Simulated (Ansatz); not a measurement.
Geometry optimisation, DFT PBE-D3(BJ), scalar-relativistic, plane waves, PAW in Ansatz 0.2.0.

Input:

```yaml
crystal:
  lattice:
    - [6.80696, 0.0, 0.0]
    - [0.0, 6.12, 0.0]
    - [0.0, 0.0, 16.40375]
  atoms:
    - { symbol: La, position: [0.3333333, 0.75, 0.0609617] }
    - { symbol: La, position: [0.6666667, 0.25, 0.0609617] }
    - { symbol: O, position: [0.0, 0.0, 0.1208565] }
    - { symbol: O, position: [0.375, 0.0, 0.1508039] }
    - { symbol: O, position: [0.625, 0.0, 0.1508039] }
    - { symbol: La, position: [0.8333333, 0.75, 0.1807514] }
    - { symbol: La, position: [0.1666667, 0.25, 0.1807514] }
    - { symbol: O, position: [0.5, 0.0, 0.2406462] }
    - { symbol: O, position: [0.875, 0.0, 0.2705936] }
    - { symbol: O, position: [0.125, 0.0, 0.2705936] }
    - { symbol: La, position: [0.3333333, 0.75, 0.300541] }
    - { symbol: La, position: [0.6666667, 0.25, 0.300541] }
    - { symbol: O, position: [0.0, 0.0, 0.3604359] }
    - { symbol: O, position: [0.375, 0.0, 0.3903833] }
    - { symbol: O, position: [0.625, 0.0, 0.3903833] }
    - { symbol: Ge, position: [0.2466618, 0.3337382, 0.4281795] }
basis:
  ecutwfc: 420.0
kpoints:
  mp_grid: { grid: [2, 2, 1] }
hamiltonian:
  xc: pbe
  dispersion: d3bj
  pseudopotentials: { kind: paw, azcp: { folder: soft_1 } }
scf:
  occupations: { method: fermi_dirac, width: 0.05 }
  lower_state_search: "off"
relax:
  f_tol: 0.03
  max_steps: 60
  adjacent_minimum: "off"
  constraints: [{ sites: [0, 1, 2, 3, 4] }]
```

Run as:

```bash
$ ansatz run input.yaml --threads 2 --pin off --max-ram 5120MiB --backend cpu --events-out ev --progress --plain --runs-dir out
```

Task: Where does it end, and by what steps?

Result: It converged. The force dipped under the threshold on the way, but the program's further checks kept it going. Limits of this set-up: coarse k mesh, thin slab, slab without dipole correction. After 32 steps the energy has fallen by 27.549 eV; O10 moved furthest, 2.33 Å. The start is strongly strained (largest force component 8 eV/Å), so its close contacts needn't be bonds. Parted: La2–La12 (3.93 → 5.96 Å), O4–La11 (2.91 → 4.04 Å), O5–La12 (2.91 → 4.45 Å), La6–O8 (2.91 → 4.44 Å). Joined: La6–O15 (4.02 → 2.40 Å), O8–Ge16 (4.08 → 1.96 Å), O13–Ge16 (2.87 → 1.91 Å).

```
step  energy less start (eV)  largest force component (eV/Å)  accepted
   0                  0.0000                           8.045       yes
   2                 -6.7063                           2.543       yes
   4                -10.6859                           3.479       yes
   6                -14.4291                           2.772       yes
   8                -17.1346                           2.397       yes
  10                -19.3766                           1.447       yes
  12                -20.7387                           0.799       yes
  14                -21.5984                           0.515       yes
  16                -22.5159                           1.698       yes
  18                -24.4652                           2.004       yes
  20                -26.2792                           1.533       yes
  22                -26.9832                           0.797       yes
  24                -27.3863                           0.371       yes
  26                -27.5038                           0.381       yes
  28                -27.5030                           0.274        no
  30                -27.5483                           0.053       yes
  32                -27.5489                           0.024       yes
```

```xyz
16
Lattice="6.8070 0.0000 0.0000 0.0000 6.1200 0.0000 0.0000 0.0000 16.4037" Properties=species:S:1:pos:R:3
La 2.269 4.590 1.000
La 4.538 1.530 1.000
O 0.000 0.000 1.982
O 2.553 0.000 2.474
O 4.254 0.000 2.474
La 5.798 4.805 3.694
La 1.186 1.489 3.731
O 2.422 0.860 5.575
O 6.134 0.731 4.736
O 1.091 -2.304 4.236
La 2.266 4.544 6.180
La 5.234 0.374 6.803
O 0.601 -0.270 7.365
O 3.257 0.020 7.949
O 4.523 -1.513 5.718
Ge 1.876 1.147 7.434
```

Whether the end is a true minimum wasn't checked by a vibrational analysis.

The run took 7.1 min on 2 threads of Intel(R) Xeon(R) Platinum 8259CL CPU @ 2.50GHz (Skylake/Cascade Lake), on a shared host, peak memory 1.3 GiB.
